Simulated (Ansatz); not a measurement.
# Cl3H3SiSn: the cost of one run

Computed with Ansatz 0.2.0 through its Python package. Level of theory: MP2/def2-SVPD.

## (1) The system

Bond lengths: Cl1–Si2 2.093 Å, Si2–Cl3 2.063 Å, Si2–Cl4 2.103 Å, Si2–Sn5 2.510 Å, Sn5–H6 1.776 Å, Sn5–H7 1.759 Å, Sn5–H8 1.710 Å. Angles: Cl1–Si2–Cl3 108.3°, Cl1–Si2–Cl4 110.5°, Cl1–Si2–Sn5 111.5°, Cl3–Si2–Cl4 107.6°, Cl3–Si2–Sn5 109.3°, Cl4–Si2–Sn5 109.5°, Si2–Sn5–H6 109.2°, Si2–Sn5–H7 109.3°, Si2–Sn5–H8 110.0°, H6–Sn5–H7 108.6°, H6–Sn5–H8 109.6°, H7–Sn5–H8 110.2°.

cl3h3sisn.xyz, read by the script:

```xyz
8

Cl   -0.70910   -2.26980    1.44260
Si    0.50520   -1.08330    0.21770
Cl    2.30310   -0.78390    1.18380
Cl    0.91260   -2.07090   -1.59400
Sn   -0.55990    1.13940   -0.25930
H    -0.83600    1.99620    1.27170
H     0.52670    2.10240   -1.25140
H    -2.05030    0.91280   -1.06690
```

## (2) The script

The input, ip_cl3h3sisn.py:

```python
"""Vertical ionisation energy and electron affinity of Cl3H3SiSn."""

import ansatz as az


def total_energy(molecule, charge=0, unpaired=0):
    calc = molecule.calculation().basis(gaussian="def2-SVPD").correlation("mp2")
    if charge:
        calc = calc.charge(charge)
    if unpaired:
        calc = calc.spin("collinear", total=unpaired)
    report = calc.run(threads=1).report
    if report["published_state_doubts"]:
        print("  doubts:", report["published_state_doubts"])
    return report["free_energy_ev"]

cl3h3sisn = az.Crystal.molecule_from_extxyz("cl3h3sisn.xyz")

# total-energy differences at one geometry
parent = total_energy(cl3h3sisn, 0, 0)
cation = total_energy(cl3h3sisn, 1, 1)
print(f"E(N)   = {parent:.5f} eV")
print(f"E(N-1) = {cation:.5f} eV  (1 unpaired)")
print(f"vertical ionisation energy {cation - parent:.3f} eV")
anion = total_energy(cl3h3sisn, -1, 1)
print(f"E(N+1) = {anion:.5f} eV  (1 unpaired)")
print(f"vertical electron affinity {parent - anion:.3f} eV" + ("" if anion < parent else " (unbound in this basis)"))
print(f"fundamental gap IP - EA = {cation + anion - 2 * parent:.3f} eV")
```

## (3) The calls as engine input

The package turns the script's settings into the engine's input (first run):

```yaml
crystal:
  periodic: [false, false, false]
  atoms:
    - { symbol: Cl, position_ang: [-0.7091, -2.2698, 1.4426] }
    - { symbol: Si, position_ang: [0.5052, -1.0833, 0.2177] }
    - { symbol: Cl, position_ang: [2.3031, -0.7839, 1.1838] }
    - { symbol: Cl, position_ang: [0.9126, -2.0709, -1.594] }
    - { symbol: Sn, position_ang: [-0.5599, 1.1394, -0.2593] }
    - { symbol: H, position_ang: [-0.836, 1.9962, 1.2717] }
    - { symbol: H, position_ang: [0.5267, 2.1024, -1.2514] }
    - { symbol: H, position_ang: [-2.0503, 0.9128, -1.0669] }
basis:
  gaussian:
    orbitals: def2-SVPD
correlation:
  method: mp2
```

## (4) Running it

Command:

```sh
$ python ip_cl3h3sisn.py
```

**Question.** How long does this script take on 1 thread of Intel Xeon Platinum 8488C (Sapphire Rapids), shared host, and how much memory does it need?

About 2.1 min, with a peak of 0.85 GiB.
